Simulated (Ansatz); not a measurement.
# C₂H₉N₂V: one species, many methods

An exercise on one series of results from a longer session: the logs are not shown, and one member is left open.

Method: functionals in def2-TZVPP, the program's frozen cores in correlated methods; program: Ansatz 0.2.0, Gaussian basis.

Plan: LDA (SPW92), PBE-D4, revPBE-D4, BLYP-D4, r2SCAN-D4, B97M-V, PBE0-D4, B3LYP-D4, r2SCANh-D4, r2SCAN0-D4, HSE06-D4, BHLYP-D4, CAM-B3LYP-D4, LC-ωPBE, ωB97X-V, ωB97M-V, B2PLYP, PBE-QIDH; CCSD(T)/def2-SVP; MP2/def2-TZVPP; MP2/def2-QZVPP; RPA on PBE.

## The relaxed structure

An earlier PBE0-D4 in a triple-zeta def2 set relaxation fixed the geometry.

SMILES `[CH3][V]([CH3])(=[NH])[NH2]`, 14 atoms, charge 0, spin multiplicity 1.

Atoms are counted from 1 here; the program's logs count them from 0.

Bond lengths: C1–V2 2.019 Å, C1–H6 1.097 Å, C1–H7 1.091 Å, C1–H8 1.095 Å, V2–C3 2.019 Å, V2–N4 1.607 Å, V2–N5 1.824 Å, C3–H9 1.095 Å, C3–H10 1.091 Å, C3–H11 1.097 Å, N4–H12 1.010 Å, N5–H13 1.007 Å, N5–H14 1.013 Å. Angles: V2–C1–H6 107.6°, V2–C1–H7 113.1°, V2–C1–H8 108.2°, H6–C1–H7 109.4°, H6–C1–H8 109.3°, H7–C1–H8 109.0°, C1–V2–C3 110.2°, C1–V2–N4 107.0°, C1–V2–N5 111.9°, C3–V2–N4 107.1°, C3–V2–N5 111.9°, N4–V2–N5 108.6°, V2–C3–H9 108.2°, V2–C3–H10 113.1°, V2–C3–H11 107.7°, H9–C3–H10 109.0°, H9–C3–H11 109.3°, H10–C3–H11 109.4° and more.

Coordinates:

```
C    -1.8444    0.1969   -0.2019
V     0.1522    0.2647    0.0895
C     0.8613   -1.5816    0.4953
N     0.4068    1.1651    1.3961
N     1.0190    1.0302   -1.3215
H    -2.0272   -0.3780   -1.1186
H    -2.2971    1.1848   -0.2967
H    -2.2974   -0.3229    0.6485
H     0.2635   -2.0066    1.3081
H     1.9117   -1.5816    0.7891
H     0.7344   -2.1929   -0.4072
H     0.5547    1.7212    2.2262
H     1.5752    1.8698   -1.3401
H     0.9744    0.6014   -2.2381
```

The first run:

in.yaml

```yaml
crystal:
  periodic: [false, false, false]
  atoms:
    - {symbol: C, position_ang: [-1.844426, 0.196914, -0.201913]}
    - {symbol: V, position_ang: [0.152184, 0.264673, 0.089546]}
    - {symbol: C, position_ang: [0.861257, -1.581552, 0.495260]}
    - {symbol: N, position_ang: [0.406837, 1.165117, 1.396147]}
    - {symbol: N, position_ang: [1.018957, 1.030199, -1.321523]}
    - {symbol: H, position_ang: [-2.027247, -0.378048, -1.118620]}
    - {symbol: H, position_ang: [-2.297106, 1.184776, -0.296656]}
    - {symbol: H, position_ang: [-2.297414, -0.322899, 0.648546]}
    - {symbol: H, position_ang: [0.263513, -2.006578, 1.308127]}
    - {symbol: H, position_ang: [1.911696, -1.581570, 0.789091]}
    - {symbol: H, position_ang: [0.734364, -2.192894, -0.407241]}
    - {symbol: H, position_ang: [0.554674, 1.721247, 2.226205]}
    - {symbol: H, position_ang: [1.575224, 1.869768, -1.340122]}
    - {symbol: H, position_ang: [0.974386, 0.601445, -2.238147]}
basis:
  gaussian: {orbitals: def2-TZVPP}
hamiltonian: {xc: lda}
output: {orbitals: {seedname: orbitals}}
```

Command:

```console
ansatz run in.yaml --threads 4 --pin off --events-out ev --progress --plain --max-ram 11315MiB
```

Steps of the session up to this table: LDA; PBE-D4 (GGA); revPBE-D4 (GGA); BLYP-D4 (GGA); r2SCAN-D4 (meta-GGA); B97M-V (meta-GGA); PBE0-D4 (hybrid); B3LYP-D4 (hybrid); r2SCANh-D4 (hybrid); r2SCAN0-D4 (hybrid); HSE06-D4 (hybrid); BHLYP-D4 (hybrid); CAM-B3LYP-D4 (range-separated); LC-ωPBE (range-separated); ωB97X-V (range-separated); ωB97M-V (range-separated); B2PLYP (double hybrid); PBE-QIDH (double hybrid).

One of the session's tables, all rows but one given; the rest of the session is left out.

It belongs to the step «Frontier levels by functional». 

```
  functional  HOMO (eV)  LUMO (eV)  gap (eV)
 LDA (SPW92)      -6.11      -3.03      3.08
      PBE-D4      -5.97      -2.79      3.18
   revPBE-D4      -5.90      -2.70      3.20
     BLYP-D4      -5.84      -2.69      3.15
   r2SCAN-D4      -6.25      -2.66      3.59
      B97M-V      -6.32      -2.64      3.68
     PBE0-D4          ?          ?         ?
    B3LYP-D4      -7.07      -1.95      5.13
  r2SCANh-D4      -6.75      -2.22      4.53
  r2SCAN0-D4      -7.51      -1.56      5.95
    HSE06-D4      -6.90      -2.03      4.87
    BHLYP-D4      -8.55      -0.34      8.20
CAM-B3LYP-D4      -8.72      -0.49      8.23
     LC-ωPBE     -10.12       0.70     10.82
     ωB97X-V      -9.75       0.64     10.40
     ωB97M-V      -9.65       0.63     10.28
```

**Question.** Estimate the row for PBE0-D4.

As computed: HOMO (eV): -7.31; LUMO (eV): -1.65; gap (eV): 5.66. In the column «HOMO (eV)» it lies between r2SCAN0-D4 (-7.51) and B3LYP-D4 (-7.07).
